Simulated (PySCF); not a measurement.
**GeSH2: singlet, from a T-shaped (ligand arrangement 2) start**

Aim: relax GeSH2 as a singlet from a hand-made T-shaped (ligand arrangement 2) geometry, check by its vibrations whether the end is a minimum, and collect its spectrum and constants.

The runs use PySCF 2.14.0; PBE0, basis Ge def2-TZVP, S def2-TZVP, H def2-TZVP, no relativity, density fitting.

**1. The starting structure**

4 atoms, charge 0, spin multiplicity 1.

Bond lengths: Ge1–S2 2.050 Å, Ge1–H3 1.530 Å, Ge1–H4 1.530 Å. Angles: S2–Ge1–H3 88.0°, S2–Ge1–H4 88.0°, H3–Ge1–H4 176.0°.

Z-matrix (Å, degrees; charge 0 multiplicity 1):
```
Ge
S  1 2.0500
H  1 1.5300 2 88.00
H  1 1.5300 2 88.00 3 180.00
```

**2. Relaxing the singlet from the T-shaped (ligand arrangement 2) start**

One driver script runs all steps and calls PySCF; scf.py shows how it sets up the SCF of each step. The optimiser is the driver's own. Before each start the driver seeks the lowest SCF state from one or more starting densities and follows internal instabilities, so scf.py alone need not reach the same state.

The program finds C2v symmetry in the start, which this walk keeps. Threshold on the gradient: 0.0003 Eh/bohr, with a further test on the energy change.

Contents of scf.py:

```python
from pyscf import gto, scf, dft
mol = gto.M(atom='''
Ge     0.000000     0.000000    -0.608387
S      0.000000     0.000000     1.441613
H      1.529100    -0.000000    -0.554987
H     -1.529100     0.000000    -0.554987''',
    basis={'Ge': 'def2-TZVP', 'S': 'def2-TZVP', 'H': 'def2-TZVP'},
    charge=0, spin=0)
mf = dft.RKS(mol, xc='PBE0')
mf.grids.atom_grid = (50, 194)
aux = {'Ge': 'def2-universal-JKFIT', 'S': 'def2-universal-JKFIT', 'H': 'def2-universal-JKFIT'}
mf = mf.density_fit(auxbasis=aux)
mf.kernel()
```

After this run come: Hessian and properties.

Q: Predict the outcome of this session. Wanted: minimum; geometry; wavenumbers; dipole moment; highest occupied, lowest empty level; polar-tensor charge of Ge1; zero-point energy; atomisation energy.

As calculated:

| quantity | value |
| --- | --- |
| minimum | singlet, C2v |
| geometry | Ge–H 1.540 Å (×2), Ge–S 2.021 Å; H–Ge–H 111.0°, H–Ge–S 124.5° (×2) |
| wavenumbers (cm⁻¹) | 544 (b2), 564 (b1), 582 (a1), 891 (a1), 2132 (a1), 2133 (b2) |
| dipole moment | 3.00 D |
| highest occupied, lowest empty level | -6.97, -2.69 eV |
| polar-tensor charge of Ge1 | +0.87 e |
| zero-point energy | 40.9 kJ/mol |
| entropy at 298.15 K | 260.1 J/(mol K) |
| atomisation energy (no zero-point energy) | 964 kJ/mol |

**Reading.** The molecule stays C2v, as typed, and the end point is a minimum. The strongest infrared band lies at 2133 cm⁻¹ (b2, stretch). Only this shape and spin were tried, so other structures or states may lie lower.
